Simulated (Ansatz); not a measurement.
Consider an atomisation energy of CBr2F, SMILES F[C](Br)Br (the Python package of Ansatz (0.2.0)).

The script, `tae_cbr2f.py`:
```python
from collections import Counter

import ansatz


def total_energy(molecule, charge=0, unpaired=0):
    calc = (
        molecule.calculation()
        .basis(gaussian="def2-SVP")
        .functional("r2scan0")
        .scf(lower_state_search="standard")
    )
    if charge:
        calc = calc.charge(charge)
    if unpaired:
        calc = calc.spin("collinear", total=unpaired)
    return calc.run(threads=1, pin="off").report["free_energy_ev"]


def main() -> None:
    cbr2f = (
        ansatz.Crystal.molecule()
        .atom("F", (1.1213, 0.0187, 1.0086))
        .atom("C", (0.0803, -0.0031, 0.0805))
        .atom("Br", (-1.1794, -1.3798, 0.1307))
        .atom("Br", (0.0333, 1.3039, -1.2402))
    )

    unpaired = {"F": 1, "C": 2, "Br": 1}
    counts = Counter(site.symbol for site in cbr2f.cartesian_sites)
    atom_energy = {s: total_energy(ansatz.Crystal.molecule().atom(s, (0, 0, 0)), 0, unpaired[s]) for s in counts}
    whole = total_energy(cbr2f, 0, 1)
    for s, e in atom_energy.items():
        print(f"{s:2s} x{counts[s]}  {e:14.5f} eV")
    print(f"CBr2F: {whole:.5f} eV")
    split = sum(counts[s] * e for s, e in atom_energy.items()) - whole
    print(f"atomisation energy (no zero-point term): {96.485332 * split:.1f} kJ/mol, {split / sum(counts.values()):.3f} eV an atom")


if __name__ == "__main__":
    main()
```

What does it cost to take this molecule apart into atoms?

1004.0 kJ/mol from the electronic energies, without the zero-point term.

What the script printed:

Output of `python tae_cbr2f.py`:
```text
F  x1     -2710.06882 eV
C  x1     -1028.27257 eV
Br x2    -70036.31886 eV
CBr2F: -143821.38509 eV
atomisation energy (no zero-point term): 1004.0 kJ/mol, 2.601 eV an atom
```

Caveats:
- The settings weren't tested for convergence.
- The geometry is a force-field or estimated start, not a minimum of this method, and the basis set is short of its limit. All parts are taken at fixed geometry, without zero-point energy.
- The species is open-shell (spin multiplicity 2).
- The spin-orbit lowering of heavy atoms is left out.
- Timing: 8.4 s on 1 thread of Intel(R) Xeon(R) Platinum 8488C (Sapphire Rapids), with other jobs on the host, peak memory 0.4 GiB.

(Lines on the test bed's own set-up are left out of the output.)
